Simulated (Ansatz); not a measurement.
# CH5AlFN: the cost of one run

All numbers below are computed with Ansatz 0.2.0 (RKS PBE0/def2-SVP).

**1. The structure to begin with**

Bond lengths: Al1–F2 2.111 Å, Al1–N3 1.723 Å, N3–C4 1.446 Å, Al1–H6 1.532 Å, C4–H7 1.092 Å, C4–H8 1.093 Å, C4–H9 1.095 Å. Angles: F2–Al1–N3 77.6°, F2–Al1–H6 123.3°, N3–Al1–H6 159.1°, Al1–N3–C4 151.3°, N3–C4–H7 111.4°, N3–C4–H8 109.2°, N3–C4–H9 112.2°, H7–C4–H8 107.7°, H7–C4–H9 108.0°, H8–C4–H9 108.1°.

Structure file:

```xyz
9

Al   -1.0977   -0.9945    0.8064
F    -0.4728   -2.2706   -0.7542
N     0.1105   -0.0521    0.0192
C     0.7698    1.2094   -0.2345
H     0.0197   -1.1636   -0.7229
H    -2.2073   -1.3598    1.7972
H     0.9050    1.7803    0.6861
H     1.7599    1.0182   -0.6560
H     0.2130    1.8326   -0.9413
```

**2. A restrained relaxation towards end A**

Springs on the bonds that form and break draw the guess towards this end; the thresholds are loose.

input.yaml

```yaml
crystal:
  periodic: [false, false, false]
  atoms:
    - { symbol: Al, position_ang: [-1.0977, -0.9945, 0.8064] }
    - { symbol: F, position_ang: [-0.4728, -2.2706, -0.7542] }
    - { symbol: "N", position_ang: [0.1105, -0.0521, 0.0192] }
    - { symbol: C, position_ang: [0.7698, 1.2094, -0.2345] }
    - { symbol: H, position_ang: [0.0197, -1.1636, -0.7229] }
    - { symbol: H, position_ang: [-2.2073, -1.3598, 1.7972] }
    - { symbol: H, position_ang: [0.905, 1.7803, 0.6861] }
    - { symbol: H, position_ang: [1.7599, 1.0182, -0.656] }
    - { symbol: H, position_ang: [0.213, 1.8326, -0.9413] }
basis:
  gaussian: { orbitals: def2-SVP }
hamiltonian:
  xc: pbe0
relax:
  f_tol: 0.15
  max_steps: 25
  restrain:
    - { distance: [4, 1], at: 2.18, k: 30.0 }
    - { distance: [0, 1], at: 1.78, k: 30.0 }
    - { distance: [4, 2], at: 1.02, k: 30.0 }
output:
  orbitals: {}
```

On the command line:

```
$ ansatz run input.yaml --threads 2 --pin off --max-ram 3072MiB --backend cpu --events-out ev --progress --plain --runs-dir out
```

Q: Estimate wall time and peak memory on 2 threads of Arm Neoverse V1, shared host.

About 17 s, with a peak of 0.16 GiB.
